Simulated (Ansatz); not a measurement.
# NaAsH (quartet): the correlation ladder at a displaced geometry (v2), cc-pVDZ

An exercise on one series of results from a longer session: the logs are not shown, and one member is left open.

Computed with Ansatz 0.2.0, Gaussian basis. Level: cc-pVDZ, core rule «outside noble gas», up to 19 orbitals frozen.

To be run: UHF; CCSD(T) on ROHF; CCSD(T) on UHF; BCCD(T) on ROHF; CISD; CCSDT(Q) on ROHF; CCSDT(Q) on UHF.

43 further runs of the same task are left out: 15 for a known fault of the program, 14 that didn't finish, 14 set aside as unsound or not needed.

### The geometry

The geometry is a PBE0/def2-TZVP stationary point (not a proven minimum) with its atoms shifted at random (size 0.100 Å). No spin-orbit coupling is included. The filled d shell of As may be among the frozen orbitals whatever the setting's name suggests; the logs give the count.

3 atoms, charge 0, spin multiplicity 4.

Atoms are counted from 1 here; the program's logs count them from 0.

Bond lengths: As1–H3 1.544 Å.

As a file:

```xyz
3
charge 0, multiplicity 4
As    0.0844    0.0052    0.7720
Na   -0.0805    0.0136   -3.0849
H    -0.0039   -0.0188    2.3128
```

Set-up of the first run:

in.yaml reads:

```yaml
crystal:
  periodic: [false, false, false]
  atoms:
    - {symbol: As, position_ang: [0.084376, 0.005225, 0.772031]}
    - {symbol: Na, position_ang: [-0.080498, 0.013599, -3.084875]}
    - {symbol: H, position_ang: [-0.003878, -0.018825, 2.312844]}
basis:
  gaussian: {orbitals: cc-pVDZ}
magnetization: {spin_polarized: true, initial_magnetization: 3}
hamiltonian: {xc: hf}
output: {orbitals: {seedname: orbitals}}
```

The run is started by

```
> ansatz run in.yaml --threads 1 --pin off --events-out ev --progress --plain --max-ram 2393MiB
```

Among the steps run: UHF; CCSD(T) on ROHF; CCSD(T) on UHF; BCCD(T) on ROHF; CISD; CCSDT(Q) on ROHF; CCSDT(Q) on UHF.

One table of the session follows, with a row left open; its other results are not shown here.

| method | from UCCSDT(Q) (meV) |
| --- | --- |
| ROHF | +2836.9 |
| UHF | +2687.1 |
| RMP2 | +617.9 |
| UMP2 | +625.1 |
| CISD | +147.2 |
| RCCSD | +76.1 |
| UCCSD | ? |
| RCCSD(T) | +23.9 |
| UCCSD(T) | +14.2 |
| BCCD(T) | +23.7 |
| RCCSDT | +11.3 |
| UCCSDT | +1.9 |
| RCCSDT(Q) | +9.3 |
| UCCSDT(Q) | 0 |

**Question.** Estimate the row for UCCSD.

As computed: from UCCSDT(Q) (meV): +64.2. In the column «from UCCSDT(Q) (meV)» it lies between RCCSD(T) (+23.9) and RCCSD (+76.1).

Limits of these values: Restricted and unrestricted rows rest on different reference determinants; where their highest levels disagree by more than a few hundredths of an eV, they describe different states and don't form one ladder.
